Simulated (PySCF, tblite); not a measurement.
# C₃H₆F₄SeSi: geometry, infrared bands and NMR shifts

Wanted: the infrared bands and NMR shifts of C₃H₆F₄SeSi (`FC[Se][SiH2]CC(F)(F)F`), by calculation.

Computed with tblite 0.8.0 and PySCF 2.14.0, with density-fitted response routines of our own, on a single molecule in the gas phase. Atoms are numbered from 0 throughout.

## (1) The starting structure

15 atoms, charge 0, multiplicity 1; geometry from: force field or distance geometry start.

Bonds of the start (Å): F0–C1 1.38, C1–Se2 1.92, Se2–Si3 2.30, Si3–C4 1.88, C4–C5 1.50, C5–F6 1.38, C5–F7 1.39, C5–F8 1.37, C1–H9 1.11, C1–H10 1.13, Si3–H11 1.44, Si3–H12 1.49, C4–H13 1.12, C4–H14 1.11.

## (2) Optimising the geometry with GFN2-xTB

What the job is given:

```
{"job": {"kind": "relax", "xc": "GFN2-xTB", "basis": "xTB"}, "charge": 0, "multiplicity": 1}
F      3.443600     0.937300    -0.050700
C      3.400800    -0.386700    -0.453500
Se     1.641700    -0.693000    -1.168000
Si     0.061800     0.501600     0.003300
C     -1.570500    -0.178900    -0.627400
C     -2.719200     0.055300     0.301600
F     -3.842100    -0.483500    -0.301700
F     -2.544500    -0.611200     1.509900
F     -2.870300     1.385200     0.596000
H      4.130900    -0.606000    -1.253500
H      3.619600    -1.039500     0.437100
H      0.189800     1.928500    -0.176300
H      0.203500     0.241800     1.464300
H     -1.731800     0.231600    -1.661600
H     -1.417800    -1.274500    -0.652600
```

The run is started by

```sh
OMP_NUM_THREADS=1 python probes_run.py task.json out
```

The driver reads the jobs from task.json and runs them one after another.

Log:

```text
step      E/eV     max force
  0    -907.12579    1.769
  1    -907.33406    1.082
  2    -907.46786    0.641
  3    -907.49862    0.432
  4    -907.52642    0.319
  5    -907.53333    0.254
  6    -907.54112    0.194
  7    -907.54456    0.165
  8    -907.54901    0.190
  9    -907.55393    0.204
 10    -907.55960    0.177
 11    -907.56388    0.174
 12    -907.56709    0.188
 13    -907.57008    0.147
 14    -907.57317    0.178
 15    -907.57639    0.209
 16    -907.57997    0.193
 17    -907.58409    0.169
 18    -907.58866    0.162
 19    -907.59303    0.169
 20    -907.59686    0.172
 21    -907.60086    0.187
 22    -907.60543    0.175
 23    -907.60987    0.201
 24    -907.61403    0.174
 25    -907.61840    0.229
 26    -907.62314    0.221
 27    -907.62719    0.136
 28    -907.62962    0.104
 29    -907.63131    0.099
 30    -907.63324    0.131
 31    -907.63545    0.110
 32    -907.63777    0.117
 33    -907.63980    0.097
 34    -907.64144    0.121
 35    -907.64261    0.101
 36    -907.64330    0.059
 37    -907.64373    0.050
 38    -907.64414    0.051
 39    -907.64468    0.085
 40    -907.64536    0.089
 41    -907.64601    0.063
 42    -907.64652    0.071
 43    -907.64698    0.081
 44    -907.64753    0.071
 45    -907.64810    0.061
 46    -907.64849    0.046
 47    -907.64869    0.035
 48    -907.64888    0.037
 49    -907.64911    0.044
 50    -907.64932    0.029
 51    -907.64945    0.029
 52    -907.64954    0.029
 53    -907.64965    0.031
 54    -907.64982    0.036
 55    -907.65000    0.026
 56    -907.65014    0.026
 57    -907.65024    0.026
 58    -907.65034    0.028
 59    -907.65046    0.025
 60    -907.65057    0.025
 61    -907.65065    0.023
 62    -907.65072    0.026
 63    -907.65079    0.024
 64    -907.65085    0.017
 65    -907.65090    0.020
 66    -907.65096    0.021
 67    -907.65107    0.031
 68    -907.65124    0.041
 69    -907.65145    0.041
 70    -907.65161    0.031
 71    -907.65171    0.021
 72    -907.65178    0.020
 73    -907.65185    0.020
 74    -907.65191    0.020
 75    -907.65196    0.022
 76    -907.65201    0.020
 77    -907.65207    0.017
 78    -907.65213    0.018
 79    -907.65217    0.013
 80    -907.65219    0.012
 81    -907.65220    0.011
 82    -907.65222    0.011
 83    -907.65225    0.012
 84    -907.65227    0.013
 85    -907.65229    0.012
 86    -907.65232    0.013
 87    -907.65236    0.018
 88    -907.65241    0.019
 89    -907.65246    0.015
 90    -907.65250    0.017
 91    -907.65256    0.025
 92    -907.65262    0.030
 93    -907.65267    0.021
 94    -907.65271    0.011
 95    -907.65273    0.012
 96    -907.65275    0.014
 97    -907.65278    0.017
 98    -907.65282    0.016
 99    -907.65287    0.019
100    -907.65294    0.024
101    -907.65305    0.031
102    -907.65320    0.042
103    -907.65333    0.034
104    -907.65340    0.015
105    -907.65341    0.007
```

Run time: 1.3 s. Hardware: 1 thread of Arm Neoverse N1, shared host; peak memory 0.18 GiB.

Step by step: (not every step is listed)

```csv
step,energy from step 0 (eV),largest force (eV/Å)
0,0.0000,1.7691
1,-0.2083,1.0820
2,-0.3421,0.6412
3,-0.3728,0.4317
4,-0.4006,0.3194
5,-0.4075,0.2539
6,-0.4153,0.1938
7,-0.4188,0.1646
8,-0.4232,0.1897
17,-0.4583,0.1694
26,-0.4973,0.2215
35,-0.5168,0.1007
44,-0.5217,0.0711
53,-0.5239,0.0310
62,-0.5249,0.0256
71,-0.5259,0.0206
80,-0.5264,0.0122
89,-0.5267,0.0151
98,-0.5270,0.0158
100,-0.5271,0.0240
101,-0.5273,0.0309
102,-0.5274,0.0420
103,-0.5275,0.0343
104,-0.5276,0.0151
105,-0.5276,0.0066
```

Distances of close pairs at the start and the end, largest changes first:

```csv
bond,before (Å),after (Å),change (Å)
C5–F7,1.391,1.345,-0.046
C5–F6,1.384,1.343,-0.041
C1–Se2,1.923,1.963,+0.040
C4–H13,1.124,1.089,-0.035
C1–H10,1.126,1.093,-0.032
F0–C1,1.385,1.356,-0.029
Si3–C4,1.878,1.905,+0.027
Si3–H12,1.491,1.464,-0.026
```

The end geometry stands in the next job.

## (3) Infrared spectrum with GFN2-xTB

What the job is given:

```
{"job": {"kind": "ir", "xc": "GFN2-xTB", "basis": "xTB"}, "charge": 0, "multiplicity": 1}
F      3.205483     1.150279    -0.189030
C      3.234158    -0.185825    -0.415727
Se     1.653462    -0.745242    -1.436024
Si     0.164461     0.183185     0.024260
C     -1.533728    -0.339435    -0.662289
C     -2.583495     0.156510     0.274961
F     -3.834216    -0.147318    -0.108641
F     -2.440615    -0.348934     1.513355
F     -2.551284     1.493217     0.416916
H      4.127700    -0.419463    -0.999792
H      3.243405    -0.692954     0.552684
H      0.286989     1.637979     0.030978
H      0.378126    -0.401600     1.349696
H     -1.724332     0.089080    -1.645255
H     -1.630529    -1.421491    -0.739315
```

Log:

```text
mode    cm-1     km/mol
  1      19.8      1.29
  2      37.7      2.17
  3      49.6      1.69
  4      78.5      2.47
  5      82.2      8.41
  6     124.3      2.73
  7     145.0      4.09
  8     283.8     11.55
  9     317.1      2.67
 10     328.3      3.35
 11     396.8     64.80
 12     440.0     40.38
 13     474.5      4.36
 14     485.3     11.31
 15     562.8      3.54
 16     567.3     11.33
 17     571.3     52.62
 18     700.9    437.78
 19     750.0    131.50
 20     760.1     85.06
 21     775.2     33.91
 22     831.4      3.33
 23     843.4     20.40
 24     970.7    201.74
 25    1035.7    159.78
 26    1040.0    234.06
 27    1162.7    117.32
 28    1179.0      9.88
 29    1189.2    131.04
 30    1225.5     76.34
 31    1244.5    314.02
 32    1396.1      1.11
 33    1430.1     10.39
 34    2259.4    216.22
 35    2301.0    172.92
 36    2938.9     13.88
 37    2957.4      4.64
 38    3005.9      5.65
 39    3008.6     17.72
```

Run time: 0.98 s. Hardware: 1 thread of Arm Neoverse N1, shared host; peak memory 0.18 GiB.

The strongest bands and the atoms that carry them (share of the mass-weighted mode):

```csv
cm⁻¹,km/mol,atoms
701,437.8,"H12 44 %, H11 41 %"
750,131.5,"H12 43 %, H11 41 %, C4 10 %"
971,201.7,"C5 33 %, H14 21 %, H13 21 %, F7 12 %"
1036,159.8,"C5 58 %, F6 19 %"
1040,234.1,"C1 50 %, F0 37 %"
1244,314.0,"C4 37 %, C5 28 %, H14 16 %, H13 15 %"
2259,216.2,H12 96 %
2301,172.9,H11 97 %
```

## (4) Shielding tensors: PBE0/pcSseg-1

The job, as its differences from that of step 3:

```diff
@@ -1,2 +1,2 @@
-{"job": {"kind": "ir", "xc": "GFN2-xTB", "basis": "xTB"}, "charge": 0, "multiplicity": 1}
+{"job": {"kind": "nmr", "xc": "PBE0", "basis": "pcSseg-1"}, "charge": 0, "multiplicity": 1}
 F      3.205483     1.150279    -0.189030
```

Level: GIAO PBE0/pcSseg-1 NMR shielding, non-relativistic, gas phase.

Log:

```text
coarse grid: 65320 points
cycle   1  E = -3206.9845894289  dE =  1.538e-01  |g| = 1.158e+00  |ddm| = 3.554e+00
cycle   2  E = -3206.8472437615  dE =  1.373e-01  |g| = 1.441e+00  |ddm| = 1.157e+00
cycle   3  E = -3207.1475514024  dE = -3.003e-01  |g| = 1.723e-01  |ddm| = 7.339e-01
cycle   4  E = -3207.1511611597  dE = -3.610e-03  |g| = 4.830e-02  |ddm| = 1.032e-01
cycle   5  E = -3207.1515233263  dE = -3.622e-04  |g| = 1.043e-02  |ddm| = 3.806e-02
cycle   6  E = -3207.1515480854  dE = -2.476e-05  |g| = 2.046e-03  |ddm| = 8.755e-03
cycle   7  E = -3207.1515485826  dE = -4.972e-07  |g| = 7.148e-04  |ddm| = 1.892e-03
final grid: 137272 points
cycle   8  E = -3207.1515467574  dE =  2.781e-08  |g| = 9.803e-04  |ddm| = 1.735e-03
cycle   9  E = -3207.1515466232  dE =  1.342e-07  |g| = 1.374e-03  |ddm| = 1.663e-03
cycle  10  E = -3207.1515469112  dE = -2.880e-07  |g| = 5.665e-05  |ddm| = 9.177e-04
cycle  11  E = -3207.1515469120  dE = -7.967e-10  |g| = 9.674e-06  |ddm| = 6.258e-05
converged SCF energy = -3207.1515469120

GIAO shielding tensors (ppm)
atom      isotropic    diamagn.    paramagn.     s11        s22        s33       span
  0 F      389.931     476.104     -86.173    332.185    371.336    466.271    134.086
  1 C       96.821     240.494    -143.673     41.758     91.740    156.966    115.208
  2 Se    1880.203    3002.853   -1122.651   1296.207   1808.989   2535.412   1239.205
  3 Si     376.708     880.278    -503.570    350.767    366.141    413.216     62.449
  4 C      164.713     256.940     -92.228    147.023    154.258    192.857     45.835
  5 C       50.823     243.576    -192.753     42.978     50.341     59.149     16.170
  6 F      239.427     467.699    -228.272    149.677    231.249    337.355    187.677
  7 F      244.034     475.598    -231.564    153.269    247.073    331.760    178.491
  8 F      244.285     475.162    -230.878    153.236    247.921    331.698    178.462
  9 H       25.653      26.506      -0.852     19.350     25.399     32.211     12.861
 10 H       25.520      27.967      -2.447     18.925     25.851     31.784     12.859
 11 H       26.425      29.540      -3.115     21.059     26.907     31.308     10.249
 12 H       26.404      29.970      -3.567     21.897     26.038     31.277      9.380
 13 H       29.762      30.422      -0.660     24.736     30.171     34.378      9.641
 14 H       29.755      30.890      -1.135     24.680     30.320     34.265      9.585
```

Run time: 85 s. Hardware: 1 thread of Arm Neoverse N1, shared host; peak memory 0.95 GiB.

Shifts follow as δ = σ(reference) − σ, with reference shieldings (ppm) from runs at the same level and on the same kind of geometry: ¹H TMS 31.72, ¹³C TMS 186.9, ²⁹Si TMS 349.2, ¹⁹F CFCl3 170.9, ⁷⁷Se Me2Se 1758. The references are single molecules in the gas phase, so shifts against H2O, NH3, PH3, H3PO4 or CFCl3 are not on the usual liquid scales and can be off by tens of ppm. Atoms listed in one row are averaged.

```csv
atoms,environment,σ (ppm),δ (ppm)
C5,CF3 carbon,50.8,136.1
C1,sp3 CH2 bonded to F and Se,96.8,90.1
C4,sp3 CH2 bonded to Si,164.7,22.2
"H9, H10",hydrogen on an sp3 CH2 bonded to F and Se,25.59,6.13
"H11, H12","hydrogen on a silicon bonded to C, Se",26.41,5.30
"H13, H14",hydrogen on an sp3 CH2 bonded to Si,29.76,1.96
"F6, F7, F8",fluorine of a CF3 group,242.6,-71.6
F0,fluorine on an sp3 carbon,389.9,-219.0
Se2,"selenium bonded to C, Si",1880,-122
Si3,"silicon bonded to C, Se, 2 H",376.7,-27.6
```

The run also stored atomic charges by several schemes (e):

```csv
atoms,Mulliken,IAO,Hirshfeld,ESP fit
F0,-0.30,-0.30,-0.10,-0.13
C1,0.09,-0.07,0.01,-0.23
Se2,-0.39,-0.12,-0.06,-0.18
Si3,0.66,0.65,0.29,0.25
C4,-0.58,-0.59,-0.18,-0.61
C5,0.75,0.81,0.26,0.57
"F6, F7, F8",-0.27,-0.29,-0.09,-0.18
```

Mayer bond orders: F0–C1 0.89, C1–Se2 1.03, Se2–Si3 0.91, Si3–C4 0.86, C4–C5 1.05, C5–F6 1.01, C5–F7 0.99, C5–F8 0.98.

The fields below are evaluated on a grid from the run's orbitals.

Frontier orbitals at PBE0/pcSseg-1, with the share of their density that lies nearest to each atom:

```csv
orbital,energy (eV),lies on
HOMO,-7.12,Se2 81 %
LUMO,-0.45,Se2 35 %; Si3 14 %; C1 13 %
```

ELF in a plane through or near 7 of the atoms.

Values, 10 rows by 14 columns:
```
0.00 0.00 0.00 0.00 0.00 0.00 0.00 0.00 0.00 0.00 0.00 0.00 0.00 0.00
0.00 0.00 0.00 0.00 0.00 0.00 0.00 0.00 0.00 0.00 0.00 0.00 0.00 0.00
0.00 0.00 0.00 0.01 0.01 0.00 0.05 0.05 0.00 0.02 0.01 0.00 0.00 0.00
0.00 0.00 0.00 0.17 0.21 0.01 0.31 0.29 0.01 0.08 0.04 0.00 0.00 0.00
0.00 0.00 0.03 0.27 0.29 0.04 0.07 0.10 0.10 0.30 0.25 0.48 0.01 0.00
0.00 0.02 0.98 0.78 0.59 0.50 0.33 0.18 0.66 0.82 0.78 0.84 0.07 0.00
0.00 0.01 0.99 0.85 0.64 0.63 0.71 0.36 0.37 0.39 0.58 0.61 0.01 0.00
0.00 0.00 0.04 0.02 0.68 0.27 0.60 0.01 0.52 0.22 0.01 0.03 0.00 0.00
0.00 0.00 0.00 0.02 0.53 0.83 0.37 0.00 0.05 0.03 0.00 0.00 0.00 0.00
0.00 0.00 0.00 0.00 0.06 0.17 0.03 0.00 0.00 0.00 0.00 0.00 0.00 0.00
```
The map spans 13.6 Å across and 8.1 Å up, centred on the molecule. Atoms in the plane (x, y in Å): C1 (-3.2, -0.1), Se2 (-1.8, -1.4), Si3 (-0.1, 0.2), C4 (1.5, -0.7), C5 (2.6, 0.2), F6 (3.8, -0.4), H9 (-4.2, -0.6).

log10 of the density (e/Å³) in the same plane.

Ten even steps from '0' (-4.0) to '9' (1.8):
```
0000000000000000000000000000
0000000000000000000000000000
0000000000001111000000000000
0000000110112222112210000000
0000012322223333233432000000
0000123433234443334443100000
0000234544345554445543210000
0001345654445655456654320000
0012346665456765556765542000
0013456765557976668977653100
0023567976666766777779753100
0023577766766666886678753100
0023566667976556776566642000
0012444567986545665445431000
0001233456765444554333210000
0000123456665433444322100000
0000012345554322332210000000
0000001234443211221100000000
0000000123332100000000000000
0000000011111000000000000000
```
The map spans 13.6 Å across and 8.1 Å up, centred on the molecule. Atoms in the plane (x, y in Å): C1 (-3.2, -0.1), Se2 (-1.8, -1.4), Si3 (-0.1, 0.2), C4 (1.5, -0.7), C5 (2.6, 0.2), F6 (3.8, -0.4), H9 (-4.2, -0.6).

On the surface of density 0.002 e/bohr³ the electrostatic potential runs, from the 1st to the 99th percentile, from -0.71 V near F0 to 1.31 V near H9.

## (5) Summary of results

| quantity | value |
| --- | --- |
| strongest single infrared mode (GFN2-xTB) | 701 cm⁻¹, 438 km/mol |
| zero-point energy (GFN2-xTB) | 54.3 kcal/mol |
| ¹³C shifts against TMS (PBE0/pcSseg-1) | 136.1, 90.1, 22.2 ppm |
| ¹H shifts against TMS (PBE0/pcSseg-1, means over atoms taken as alike) | 6.13, 5.30, 1.96 ppm |
| ¹⁹F shifts against CFCl3 (PBE0/pcSseg-1, means over atoms taken as alike) | -71.6, -219.0 ppm |
| ⁷⁷Se shifts against Me2Se (PBE0/pcSseg-1) | -122 ppm |
| ²⁹Si shifts against TMS (PBE0/pcSseg-1) | -27.6 ppm |
| surface potential, 1st and 99th percentile | -0.71 V and 1.31 V |

In words: Relaxing lowered the energy by 0.528 eV in 105 steps; the close pair that moved most is C5–F7, from 1.391 to 1.345 Å. All 39 modes are real, so the xTB geometry is a minimum. The strongest single mode, at 701 cm⁻¹, moves mainly H12 and H11. GFN2-xTB is a fitted tight-binding method: band positions and strengths are rough. Its intensities can rank the bands wrongly. The most deshielded hydrogen is H9, H10 (mean) (hydrogen on an sp3 CH2 bonded to F and Se), at 6.13 ppm: its carbon carries F, which withdraws density. At PBE0/pcSseg-1: The largest span, 1239 ppm, is at Se2, where the paramagnetic term is -1123 ppm. At PBE0/pcSseg-1, counted by nearest atom on the grid, the HOMO lies on Se2 81 %, the LUMO on Se2 35 %; Si3 14 %. Spin-orbit coupling is left out, which matters for shieldings and couplings at and beside the heavy atoms.
